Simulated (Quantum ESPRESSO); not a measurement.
NiO:

```
Ni O
1.0
     3.11586    0.00000    0.00000
     0.00000    3.11586    0.00000
     0.00000    0.00000    4.56222
Ni O
2 2
Direct
  0.00000 0.00000 0.00000
  0.50000 0.50000 0.00000
  0.50000 0.00000 0.26700
  0.00000 0.50000 0.73300
```

The cell was built by a generator and needn't be a form met in nature.

Base run:

```yaml
Program: Quantum ESPRESSO 7.5
Functional: LDA
Potentials_or_basis: GBRV 1.5 LDA
Cutoff: 612 eV
Density_cutoff: 4898 eV
k_mesh: 6 × 6 × 4
Occupations: gaussian, width 0.05 eV
Spin: collinear spin, ferromagnetic start
Starting_moments: "[2.0, 2.0, 0.0, 0.0] μB"
Hubbard_terms: Ni d U = 4 eV
```

Its results: band gap on the k mesh none (metal or under the smearing width); pressure 9.9 GPa; net moment 4.00 μB per cell; site moments Ni +1.41; O +0.55 μB; largest force 1.098 eV/Å.

Problem. The run is repeated on the same cell with these changes: hubbard terms from Ni d U = 4 eV to none. What comes out?

Solution. Band gap on the k mesh none (metal or under the smearing width); pressure 7.6 GPa; net moment 3.99 μB per cell; site moments Ni +1.38; O +0.57 μB; largest force 1.583 eV/Å.

Caveats: forces of over 1 eV/Å show positions far from the minimum, so gaps and moduli don't describe the material at rest; semilocal functionals often make such compounds metallic where correlation or magnetic order opens a gap, which also shifts bond lengths (some runs).
